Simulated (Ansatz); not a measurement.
**CBrCl3: basis-set convergence**

Aim: see how fast density functionals converge with the basis set for CBrCl3.

Program: Ansatz 0.2.0, Gaussian basis. Level of theory: one geometry, several basis sets. These are calculated values, not measurements.

The runs, in order: PBE0-D4/def2-SVP; ωB97M-V/def2-SVP; PBE0-D4/def2-QZVPP; ωB97M-V/def2-QZVPP; the functionals' def2-TZVPP values are taken from earlier runs.

### 1 Structure used throughout

The geometry comes from an earlier relaxation with PBE0-D4 in a triple-zeta def2 set; it is a stationary point.

SMILES `ClC(Cl)(Cl)Br`, 5 atoms, charge 0, spin multiplicity 1.

Atoms are counted from 1 here; the program's logs count them from 0.

Bond lengths: Cl1–C2 1.759 Å, C2–Cl3 1.759 Å, C2–Cl4 1.759 Å, C2–Br5 1.945 Å. Angles: Cl1–C2–Cl3 109.7°, Cl1–C2–Cl4 109.7°, Cl1–C2–Br5 109.3°, Cl3–C2–Cl4 109.7°, Cl3–C2–Br5 109.3°, Cl4–C2–Br5 109.3°.

Geometry (Å):

```xyz
5
CBrCl3
Cl    0.19730   -0.50910    1.68402
C    -0.01456   -0.04624    0.00024
Cl   -1.68539    0.42819   -0.27812
Cl    0.39841   -1.40089   -1.04312
Br    1.15414    1.45443   -0.40433
```

### 2 PBE0-D4 in def2-SVP

Input file in.yaml:

```yaml
crystal:
  periodic: [false, false, false]
  atoms:
    - {symbol: Cl, position_ang: [0.197298, -0.509097, 1.684017]}
    - {symbol: C, position_ang: [-0.014565, -0.046239, 0.000244]}
    - {symbol: Cl, position_ang: [-1.685386, 0.428194, -0.278117]}
    - {symbol: Cl, position_ang: [0.398407, -1.400887, -1.043115]}
    - {symbol: Br, position_ang: [1.154145, 1.454428, -0.404328]}
basis:
  gaussian: {orbitals: def2-SVP}
hamiltonian: {xc: pbe0, dispersion: d4}
output: {orbitals: {seedname: orbitals}}
```

Launch:

```console
$ ansatz run in.yaml --threads 4 --pin off --events-out ev --progress --plain --max-ram 10444MiB
```

The runs that follow: ωB97M-V in def2-SVP; PBE0-D4 in def2-QZVPP; ωB97M-V in def2-QZVPP.

Before running them: what should the planned runs give, taken together? Wanted: PBE0-D4: double and triple zeta above quadruple; ωB97M-V: double and triple zeta above quadruple.

As calculated:

| quantity | value |
| --- | --- |
| PBE0-D4: double and triple zeta above quadruple | 25.34, 2.59 eV |
| ωB97M-V: double and triple zeta above quadruple | 25.04, 2.48 eV |

**Reading.** For PBE0-D4 the step from double to triple zeta gains 22.75 eV and the next only 2.59 eV. Total energies overstate the basis error of differences, where much of it tends to cancel. The LUMO of ωB97M-V is positive and keeps falling with the basis (0.82 to 0.14 eV): an unbound level that the basis holds in place.
